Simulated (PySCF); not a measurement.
# CH9GeNOSi: NMR shifts at several levels of theory, part 2 of 2

PySCF 2.14.0. Atoms count from 0. Earlier steps stand in the parts before.

## 8. Nuclear shieldings: wB97X-D/pcSseg-1

The job: settings as JSON, then the geometry in Å.

```
{"job": {"kind": "nmr", "xc": "wB97X-D", "basis": "pcSseg-1", "pop": false}, "charge": 0, "multiplicity": 1}
C     -2.237084    -0.645626     0.279788
N     -1.594336     0.488027     0.896643
Si    -0.058824     1.116021     0.458159
O      1.232385     0.165187     0.898225
Ge     2.665170    -0.521057     0.109596
H     -3.331478    -0.513626     0.225790
H     -1.881220    -0.755694    -0.757248
H     -2.041128    -1.606752     0.792522
H     -1.948830     0.714975     1.819102
H      0.063576     2.429085     1.152788
H     -0.027259     1.249477    -1.033123
H      2.391434    -0.645678    -1.403151
H      3.861812     0.412602     0.366993
H      2.897903    -1.900400     0.745242
```

Level: GIAO wB97X-D/pcSseg-1 NMR shielding, non-relativistic, gas phase.

Standard output:

```text
coarse grid: 51560 points
cycle   1  E = -2539.6624559596  dE = -4.051e-01  |g| = 1.158e+00  |ddm| = 3.313e+00
cycle   2  E = -2539.5506816701  dE =  1.118e-01  |g| = 1.372e+00  |ddm| = 1.377e+00
cycle   3  E = -2539.8224808541  dE = -2.718e-01  |g| = 1.606e-01  |ddm| = 8.752e-01
cycle   4  E = -2539.8264553050  dE = -3.974e-03  |g| = 6.286e-02  |ddm| = 1.254e-01
cycle   5  E = -2539.8269549536  dE = -4.996e-04  |g| = 6.263e-03  |ddm| = 3.910e-02
cycle   6  E = -2539.8269641415  dE = -9.188e-06  |g| = 3.122e-03  |ddm| = 1.022e-02
final grid: 106720 points
cycle   7  E = -2539.8265145346  dE = -1.370e-06  |g| = 3.207e-03  |ddm| = 4.703e-03
cycle   8  E = -2539.8265142908  dE =  2.438e-07  |g| = 3.430e-03  |ddm| = 3.563e-03
cycle   9  E = -2539.8265162439  dE = -1.953e-06  |g| = 1.633e-04  |ddm| = 1.822e-03
cycle  10  E = -2539.8265162491  dE = -5.150e-09  |g| = 7.936e-05  |ddm| = 1.831e-04
cycle  11  E = -2539.8265162507  dE = -1.641e-09  |g| = 3.178e-05  |ddm| = 1.095e-04
cycle  12  E = -2539.8265162510  dE = -2.929e-10  |g| = 8.080e-06  |ddm| = 5.348e-05
converged SCF energy = -2539.8265162510

GIAO shielding tensors (ppm)
atom      isotropic    diamagn.    paramagn.     s11        s22        s33       span
  0 C      152.739     243.418     -90.679    130.888    143.037    184.292     53.404
  1 N      223.384     323.826    -100.442    193.941    219.847    256.364     62.423
  2 Si     383.951     880.626    -496.674    343.109    400.296    408.449     65.341
  3 O      299.904     406.144    -106.240    223.328    327.574    348.809    125.481
  4 Ge    1416.801    2755.122   -1338.321   1296.505   1318.500   1635.397    338.893
  5 H       28.667      27.342       1.326     23.611     26.450     35.942     12.331
  6 H       28.894      30.911      -2.017     25.235     27.669     33.777      8.542
  7 H       28.601      29.644      -1.043     23.637     26.739     35.428     11.791
  8 H       30.544      31.595      -1.051     22.620     28.872     40.140     17.520
  9 H       26.859      29.793      -2.934     22.520     25.590     32.466      9.946
 10 H       26.797      31.769      -4.973     22.734     26.473     31.183      8.449
 11 H       26.260      28.835      -2.576     20.059     22.928     35.792     15.732
 12 H       26.332      27.254      -0.922     19.851     22.114     37.030     17.179
 13 H       26.336      28.031      -1.695     19.883     22.278     36.846     16.963
```

Wall time 24 s (1 thread of Arm Neoverse V2, shared host); peak memory 0.92 GiB.

In short: δ C0 31.8, N1 40.6, Si2 -31.0, O3 33.3, H11 5.07, H9 4.55 ppm (means over like atoms).

## 9. Nuclear shieldings: LC-wPBE/pcSseg-1

Same as in step 8 but for these lines:

```diff
@@ -1,2 +1,2 @@
-{"job": {"kind": "nmr", "xc": "wB97X-D", "basis": "pcSseg-1", "pop": false}, "charge": 0, "multiplicity": 1}
+{"job": {"kind": "nmr", "xc": "LC-wPBE", "basis": "pcSseg-1", "pop": false}, "charge": 0, "multiplicity": 1}
 C     -2.237084    -0.645626     0.279788
```

With the program's defaults for keys left out, this is: GIAO LC-wPBE/pcSseg-1 NMR shielding, non-relativistic, gas phase.

Standard output:

```text
coarse grid: 51560 points
cycle   1  E = -2539.1960483993  dE = -4.015e-01  |g| = 1.216e+00  |ddm| = 3.303e+00
cycle   2  E = -2539.1446333889  dE =  5.142e-02  |g| = 1.305e+00  |ddm| = 1.237e+00
cycle   3  E = -2539.3604534813  dE = -2.158e-01  |g| = 1.365e-01  |ddm| = 7.351e-01
cycle   4  E = -2539.3633079438  dE = -2.854e-03  |g| = 6.063e-02  |ddm| = 1.071e-01
cycle   5  E = -2539.3637979077  dE = -4.900e-04  |g| = 6.727e-03  |ddm| = 4.030e-02
cycle   6  E = -2539.3638112138  dE = -1.331e-05  |g| = 1.477e-03  |ddm| = 1.306e-02
cycle   7  E = -2539.3638118540  dE = -6.402e-07  |g| = 3.972e-04  |ddm| = 2.673e-03
final grid: 106720 points
cycle   8  E = -2539.3639105372  dE = -4.406e-08  |g| = 6.400e-04  |ddm| = 1.236e-03
cycle   9  E = -2539.3639105722  dE = -3.508e-08  |g| = 6.651e-04  |ddm| = 8.067e-04
cycle  10  E = -2539.3639106239  dE = -5.163e-08  |g| = 6.232e-05  |ddm| = 3.655e-04
cycle  11  E = -2539.3639106481  dE = -2.424e-08  |g| = 2.416e-05  |ddm| = 7.215e-05
cycle  12  E = -2539.3639106485  dE = -3.470e-10  |g| = 8.862e-06  |ddm| = 7.379e-05
converged SCF energy = -2539.3639106485

GIAO shielding tensors (ppm)
atom      isotropic    diamagn.    paramagn.     s11        s22        s33       span
  0 C      158.518     243.153     -84.635    137.712    149.046    188.797     51.085
  1 N      231.754     323.774     -92.020    203.229    227.777    264.256     61.028
  2 Si     384.544     880.650    -496.106    342.823    399.950    410.859     68.037
  3 O      313.130     405.600     -92.470    238.850    340.274    360.266    121.416
  4 Ge    1415.112    2754.996   -1339.884   1293.772   1314.746   1636.818    343.046
  5 H       28.700      27.395       1.305     23.525     26.424     36.151     12.626
  6 H       28.898      30.722      -1.824     25.029     27.748     33.918      8.889
  7 H       28.671      29.577      -0.907     23.654     26.778     35.580     11.926
  8 H       30.579      31.639      -1.060     22.426     28.730     40.581     18.155
  9 H       26.851      29.766      -2.915     22.514     25.601     32.438      9.923
 10 H       26.813      31.705      -4.892     22.744     26.524     31.171      8.427
 11 H       26.277      28.783      -2.506     20.031     22.906     35.893     15.862
 12 H       26.341      27.143      -0.801     19.842     22.057     37.125     17.283
 13 H       26.331      27.918      -1.587     19.849     22.206     36.938     17.090
```

It took 28 s on 1 thread of Arm Neoverse V2, shared host; peak memory 0.87 GiB.

In short: δ C0 30.0, N1 36.0, Si2 -26.0, O3 25.6, H11 5.01, H9 4.49 ppm (means over like atoms).

## 10. Nuclear shieldings: PBE0/STO-3G

Same as in step 9 but for these lines:

```diff
@@ -1,2 +1,2 @@
-{"job": {"kind": "nmr", "xc": "LC-wPBE", "basis": "pcSseg-1", "pop": false}, "charge": 0, "multiplicity": 1}
+{"job": {"kind": "nmr", "xc": "PBE0", "basis": "STO-3G", "pop": true}, "charge": 0, "multiplicity": 1}
 C     -2.237084    -0.645626     0.279788
```

Method: GIAO PBE0/STO-3G NMR shielding, non-relativistic, gas phase.

Standard output:

```text
coarse grid: 51560 points
cycle   1  E = -2509.7377711079  dE = -2.031e+00  |g| = 7.664e-01  |ddm| = 4.337e+00
cycle   2  E = -2509.5333316255  dE =  2.044e-01  |g| = 1.240e+00  |ddm| = 2.922e+00
cycle   3  E = -2509.9581521465  dE = -4.248e-01  |g| = 1.514e-01  |ddm| = 1.807e+00
cycle   4  E = -2509.9645551253  dE = -6.403e-03  |g| = 5.557e-02  |ddm| = 3.000e-01
cycle   5  E = -2509.9655045284  dE = -9.494e-04  |g| = 9.111e-03  |ddm| = 8.919e-02
cycle   6  E = -2509.9655340582  dE = -2.953e-05  |g| = 9.266e-04  |ddm| = 1.645e-02
cycle   7  E = -2509.9655344096  dE = -3.514e-07  |g| = 1.549e-04  |ddm| = 1.834e-03
final grid: 106720 points
cycle   8  E = -2509.9654838262  dE = -5.642e-09  |g| = 1.746e-04  |ddm| = 5.964e-04
cycle   9  E = -2509.9654838223  dE =  3.914e-09  |g| = 2.068e-04  |ddm| = 5.629e-04
cycle  10  E = -2509.9654838362  dE = -1.387e-08  |g| = 1.913e-05  |ddm| = 3.203e-04
cycle  11  E = -2509.9654838363  dE = -1.173e-10  |g| = 1.851e-06  |ddm| = 3.095e-05
converged SCF energy = -2509.9654838363

GIAO shielding tensors (ppm)
atom      isotropic    diamagn.    paramagn.     s11        s22        s33       span
  0 C      199.249     244.786     -45.538    181.991    186.425    229.330     47.339
  1 N      325.376     312.011      13.364    291.255    307.741    377.131     85.876
  2 Si     540.343     868.416    -328.074    466.331    545.137    609.560    143.229
  3 O      512.653     379.115     133.538    303.767    596.015    638.177    334.411
  4 Ge    2051.770    2731.027    -679.257   1916.330   1927.152   2311.828    395.497
  5 H       31.047      28.553       2.495     26.077     27.499     39.566     13.488
  6 H       31.507      32.692      -1.184     26.120     30.599     37.803     11.683
  7 H       31.307      30.878       0.429     26.716     28.730     38.474     11.757
  8 H       34.387      31.144       3.243     23.429     31.655     48.077     24.647
  9 H       29.964      31.586      -1.622     25.050     27.697     37.147     12.097
 10 H       30.535      34.134      -3.599     25.915     29.089     36.601     10.686
 11 H       30.671      32.523      -1.852     25.158     27.044     39.811     14.653
 12 H       30.423      30.358       0.064     24.671     25.961     40.635     15.964
 13 H       30.185      31.206      -1.022     24.245     26.147     40.162     15.917
```

Run time: 4.8 s. Hardware: 1 thread of Arm Neoverse V2, shared host; peak memory 0.47 GiB.

In short: δ C0 35.4, N1 -30.7, Si2 -22.7, O3 -170.9, H9 2.36, H11 2.18 ppm (means over like atoms).

## 11. Shielding tensors: PBE0/6-31G

Same as in step 10 but for these lines:

```diff
@@ -1,2 +1,2 @@
-{"job": {"kind": "nmr", "xc": "PBE0", "basis": "STO-3G", "pop": true}, "charge": 0, "multiplicity": 1}
+{"job": {"kind": "nmr", "xc": "PBE0", "basis": "6-31G", "pop": true}, "charge": 0, "multiplicity": 1}
 C     -2.237084    -0.645626     0.279788
```

With the program's defaults for keys left out, this is: GIAO PBE0/6-31G NMR shielding, non-relativistic, gas phase.

Standard output:

```text
coarse grid: 51560 points
cycle   1  E = -2538.8549143257  dE = -2.115e-01  |g| = 8.113e-01  |ddm| = 3.371e+00
cycle   2  E = -2538.4656878277  dE =  3.892e-01  |g| = 1.578e+00  |ddm| = 2.312e+00
cycle   3  E = -2538.9866417230  dE = -5.210e-01  |g| = 1.351e-01  |ddm| = 1.740e+00
cycle   4  E = -2538.9896134752  dE = -2.972e-03  |g| = 8.527e-02  |ddm| = 2.232e-01
cycle   5  E = -2538.9912139812  dE = -1.601e-03  |g| = 1.081e-02  |ddm| = 8.040e-02
cycle   6  E = -2538.9912492456  dE = -3.526e-05  |g| = 2.746e-03  |ddm| = 1.633e-02
cycle   7  E = -2538.9912509858  dE = -1.740e-06  |g| = 4.633e-04  |ddm| = 2.728e-03
final grid: 106720 points
cycle   8  E = -2538.9912586921  dE = -3.045e-08  |g| = 4.716e-04  |ddm| = 1.388e-03
cycle   9  E = -2538.9912586695  dE =  2.256e-08  |g| = 5.782e-04  |ddm| = 9.638e-04
cycle  10  E = -2538.9912587480  dE = -7.848e-08  |g| = 1.067e-04  |ddm| = 5.660e-04
cycle  11  E = -2538.9912587506  dE = -2.541e-09  |g| = 1.431e-05  |ddm| = 1.092e-04
cycle  12  E = -2538.9912587506  dE = -3.593e-11  |g| = 3.548e-06  |ddm| = 1.817e-05
converged SCF energy = -2538.9912587506

GIAO shielding tensors (ppm)
atom      isotropic    diamagn.    paramagn.     s11        s22        s33       span
  0 C      168.413     241.584     -73.171    148.046    157.534    199.660     51.614
  1 N      232.749     326.203     -93.454    205.322    233.872    259.053     53.731
  2 Si     444.972     878.543    -433.571    405.135    455.674    474.106     68.972
  3 O      314.712     403.169     -88.457    218.700    343.591    381.845    163.145
  4 Ge    1718.366    2747.935   -1029.569   1616.822   1631.046   1907.230    290.408
  5 H       29.858      28.736       1.123     24.628     27.408     37.539     12.911
  6 H       30.164      28.596       1.568     25.773     29.268     35.451      9.679
  7 H       29.821      28.579       1.242     24.714     27.879     36.869     12.154
  8 H       32.234      32.107       0.127     23.447     30.016     43.239     19.793
  9 H       27.532      29.845      -2.314     22.271     25.931     34.393     12.122
 10 H       27.744      30.078      -2.334     22.973     27.128     33.132     10.160
 11 H       27.105      28.504      -1.399     20.505     24.041     36.769     16.265
 12 H       27.017      27.809      -0.792     20.025     23.016     38.010     17.985
 13 H       26.952      28.166      -1.214     20.043     23.108     37.705     17.661
```

It took 9.7 s on 1 thread of Arm Neoverse V2, shared host; peak memory 0.51 GiB.

Key values: δ C0 31.1, N1 27.9, Si2 -0.2, O3 3.8, H11 5.59, H9 4.97 ppm (means over like atoms).

## 12. Side by side: NMR shifts

Shifts (ppm) of some atoms, chosen among heavy atoms and hydrogens apart, means over like atoms, with basis size and wall time:

| run | C0 | H11 | H8 | N1 | Si2 | O3 | Ge4 | functions | time |
| --- | --- | --- | --- | --- | --- | --- | --- | --- | --- |
| PBE0/pcSseg-1 | 31.9 | 5.13 | 0.94 | 45.9 | -31.2 | 37.5 | -88 | 161 | 18 s |
| mPW1PW91/pcSseg-1 | 32.0 | 5.11 | 0.91 | 44.9 | -31.8 | 36.5 | -87 | 161 | 18 s |
| WP04/pcSseg-1 | 33.7 | 4.50 | 0.81 | 37.1 | -45.9 | 31.1 | -111 | 161 | 18 s |
| B97-2/pcSseg-1 | 32.2 | 5.07 | 0.89 | 43.6 | -34.1 | 35.7 | -93 | 161 | 17 s |
| BHandHLYP/pcSseg-1 | 30.9 | 4.91 | 0.76 | 40.1 | -35.8 | 28.7 | -97 | 161 | 17 s |
| CAM-B3LYP/pcSseg-1 | 31.2 | 5.09 | 0.84 | 46.1 | -33.7 | 38.6 | -94 | 161 | 24 s |
| wB97X-D/pcSseg-1 | 31.8 | 5.07 | 0.84 | 40.6 | -31.0 | 33.3 | -87 | 161 | 24 s |
| LC-wPBE/pcSseg-1 | 30.0 | 5.01 | 0.75 | 36.0 | -26.0 | 25.6 | -75 | 161 | 28 s |
| PBE0/STO-3G | 35.4 | 2.18 | -1.78 | -30.7 | -22.7 | -170.9 | 1 | 51 | 4.8 s |
| PBE0/6-31G | 31.1 | 5.59 | 0.38 | 27.9 | -0.2 | 3.8 | -23 | 85 | 9.7 s |

## 13. What came out

The summary covers parts 1 to 2.

| quantity | value |
| --- | --- |
| ¹³C shifts against TMS (PBE0/pcSseg-1) | 31.9 ppm |
| ¹H shifts against TMS (PBE0/pcSseg-1, means over atoms taken as alike) | 5.13, 4.64, 2.70, 0.94 ppm |
| ¹⁵N shifts against NH3 (PBE0/pcSseg-1) | 45.9 ppm |
| ²⁹Si shifts against TMS (PBE0/pcSseg-1) | -31.2 ppm |
| ¹⁷O shifts against H2O (PBE0/pcSseg-1) | 37.5 ppm |
| ⁷³Ge shifts against GeMe4 (PBE0/pcSseg-1) | -88 ppm |
| range of the shift of O3 | -170.9 to 38.6 ppm |
| property runs in this session | 10, of which 0 failed and 1 gave unsound results |

In words: Single values in the summary come from the first run of each kind that ended normally (PBE0/pcSseg-1), which need not be the best level. At PBE0/pcSseg-1: The largest span, 340 ppm, is at Ge4, where the paramagnetic term is -1338 ppm. In ppm, O3 moves most: its shift spreads over 209.6 ppm, from -170.9 (PBE0/STO-3G) to 38.6 (CAM-B3LYP/pcSseg-1). A minimal basis is unusable for shieldings, so that end is no result. Spin-orbit coupling is left out, which matters for shieldings and couplings at and beside the heavy atoms.
